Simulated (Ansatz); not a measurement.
# F3H3Si2: the cost of one run

Computed with Ansatz 0.2.0, Gaussian basis. Level: PBE0-D4, def2-SVP first, then def2-TZVP.

115 further runs of the same task are left out: 1 that didn't finish, 114 set aside as unsound or not needed.

### 1 The starting structure

The guess: 8 atoms, charge 0, spin multiplicity 1.

Atoms are counted from 1 here; the program's logs count them from 0.

Bond lengths: Si1–Si2 2.400 Å, Si1–H6 1.460 Å, Si1–H7 1.450 Å, Si1–H8 1.473 Å, Si2–F3 1.847 Å, Si2–F4 1.607 Å, Si2–F5 1.608 Å. Angles: Si2–Si1–H6 94.4°, Si2–Si1–H7 94.1°, Si2–Si1–H8 135.1°, H6–Si1–H7 122.1°, H6–Si1–H8 105.0°, H7–Si1–H8 108.2°, Si1–Si2–F3 52.5°, Si1–Si2–F4 133.8°, Si1–Si2–F5 111.1°, F3–Si2–F4 92.6°, F3–Si2–F5 91.1°, F4–Si2–F5 96.9°.

Geometry (Å):

```mol
F3H3Si2
  3D, bonds by distance, orders not assigned

  8  7  0  0  0  0  0  0  0  0999 V2000
   -0.6108   -0.4224    0.8802 Si  0  0
    0.1140    0.6734   -1.1284 Si  0  0
    1.0654   -0.5276   -0.0972 F   0  0
    0.8028    0.1638   -2.4885 F   0  0
    1.1723    1.8393   -0.8020 F   0  0
   -1.2259    0.7750    1.4454 H   0  0
   -1.3839   -1.4270    0.1759 H   0  0
    0.0661   -1.0744    2.0146 H   0  0
  1  2  8  0
  1  6  8  0
  1  7  8  0
  1  8  8  0
  2  3  8  0
  2  4  8  0
  2  5  8  0
M  END
```

Distances that are to change: Si1–F3 1.94 Å, Si1–Si2 2.40 Å, Si2–F3 1.85 Å.

### 2 Relaxing the guess with the reacting distances held

The input, hold/in.yaml:

```yaml
crystal:
  periodic: [false, false, false]
  atoms:
    - {symbol: Si, position_ang: [-0.610800, -0.422400, 0.880200]}
    - {symbol: Si, position_ang: [0.114000, 0.673400, -1.128400]}
    - {symbol: F, position_ang: [1.065400, -0.527600, -0.097200]}
    - {symbol: F, position_ang: [0.802800, 0.163800, -2.488500]}
    - {symbol: F, position_ang: [1.172300, 1.839300, -0.802000]}
    - {symbol: H, position_ang: [-1.225900, 0.775000, 1.445400]}
    - {symbol: H, position_ang: [-1.383900, -1.427000, 0.175900]}
    - {symbol: H, position_ang: [0.066100, -1.074400, 2.014600]}
basis:
  gaussian: {orbitals: def2-SVP}
hamiltonian: {xc: pbe0, dispersion: d4}
relax: {f_tol: 0.04, max_steps: 150, escape_saddle: false, constraints: [{distance: [0, 2]}, {distance: [0, 1]}, {distance: [1, 2]}]}
```

Command:

```sh
$ ansatz run in.yaml --threads 4 --pin off --events-out ev --progress --plain --max-ram 9574MiB
```

**Question.** How long does this run take on 4 threads of Arm Neoverse V2, shared host?

About 9 s.
